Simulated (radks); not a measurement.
# Pt²⁻ held by a Watson sphere

Aim: the size and levels of Pt²⁻ inside a shell of charge +2 and radius R, which stands for the Madelung well of a crystal, for several R.

The numbers are computed with radks (a radial shooting solver on a logarithmic mesh, Libxc functionals) version 1 (scalar-relativistic Kohn-Sham, LDA (Slater exchange, Perdew-Wang correlation), spin-polarised, spherical densities, finite nucleus), except any that are marked as measured or tabulated.

**1. Starting point**

```
element            : platinum (Z = 78)
charge             : -2
electrons          : 80
configuration      : [Hg]
nuclear rms radius : 5.427 fm
```

The outer shells:

Pt²⁻
```
[Xe] core
4f [↑↓][↑↓][↑↓][↑↓][↑↓][↑↓][↑↓]
5d [↑↓][↑↓][↑↓][↑↓][↑↓]
6s [↑↓]
```

**2. R = 2.66 bohr**

Input:

```text
Z 78
configuration [Hg]
relativity scalar-relativistic
functional lda,pw
spin polarised
nucleus finite rms 5.427 fm
c 137.035999084
watson charge 2 radius 2.66 bohr
response adiabatic LDA kernel
```

**3. R = 3.04 bohr**

Input: that of step 2 with these lines changed.

```diff
@@ -7,3 +7,3 @@
 c 137.035999084
-watson charge 2 radius 2.66 bohr
+watson charge 2 radius 3.04 bohr
 response adiabatic LDA kernel
```

**4. R = 3.14 bohr**

Input: that of step 3 with these lines changed.

```diff
@@ -7,3 +7,3 @@
 c 137.035999084
-watson charge 2 radius 3.04 bohr
+watson charge 2 radius 3.14 bohr
 response adiabatic LDA kernel
```

**5. R = 3.56 bohr**

Input: that of step 4 with these lines changed.

```diff
@@ -7,3 +7,3 @@
 c 137.035999084
-watson charge 2 radius 3.14 bohr
+watson charge 2 radius 3.56 bohr
 response adiabatic LDA kernel
```

**6. R = 3.68 bohr**

Input: that of step 5 with these lines changed.

```diff
@@ -7,3 +7,3 @@
 c 137.035999084
-watson charge 2 radius 3.56 bohr
+watson charge 2 radius 3.68 bohr
 response adiabatic LDA kernel
```

**7. R = 3.85 bohr**

Input: that of step 6 with these lines changed.

```diff
@@ -7,3 +7,3 @@
 c 137.035999084
-watson charge 2 radius 3.68 bohr
+watson charge 2 radius 3.85 bohr
 response adiabatic LDA kernel
```

**8. R = 3.86 bohr**

Input: that of step 7 with these lines changed.

```diff
@@ -7,3 +7,3 @@
 c 137.035999084
-watson charge 2 radius 3.85 bohr
+watson charge 2 radius 3.86 bohr
 response adiabatic LDA kernel
```

**9. R = 5.6 bohr**

Input: that of step 8 with these lines changed.

```diff
@@ -7,3 +7,3 @@
 c 137.035999084
-watson charge 2 radius 3.86 bohr
+watson charge 2 radius 5.6 bohr
 response adiabatic LDA kernel
```

**10. R = 6.58 bohr**

Input: that of step 9 with these lines changed.

```diff
@@ -7,3 +7,3 @@
 c 137.035999084
-watson charge 2 radius 5.6 bohr
+watson charge 2 radius 6.58 bohr
 response adiabatic LDA kernel
```

**Question.** What will these runs give? Wanted: for each run, R; highest level; its <r>; sum of <r²>; α.

**Answer**, as computed:

```
R (bohr)  highest level (eV)  its <r> (bohr)  sum of <r²> (bohr²)  α (bohr³)
    2.66              -6.340           1.799                78.51      48.80
    3.04              -5.557           1.834                82.15      58.23
    3.14              -5.367           1.842                83.09      61.05
    3.56              -4.633           1.870                86.96      74.49
    3.68              -4.441           1.877                88.05      78.84
    3.85              -4.182           1.886                89.57      85.41
    3.86              -4.167           1.886                89.65      85.81
     5.6              -2.226           1.950                104.9      194.3
    6.58              -1.555           1.980                114.1      319.6
```

What this shows: From R = 2.66 to 6.58 bohr the top level moves from -6.340 to -1.555 eV and its mean radius from 1.80 to 1.98 bohr. A wider sphere makes a shallower well, so the ion swells. The polarisability goes from 48.8 to 320 bohr³. Response by self-consistent Sternheimer equations with the Hartree and adiabatic LDA kernel, the relativistic mass of each level held fixed and spin-orbit coupling left out. The sphere does not respond.
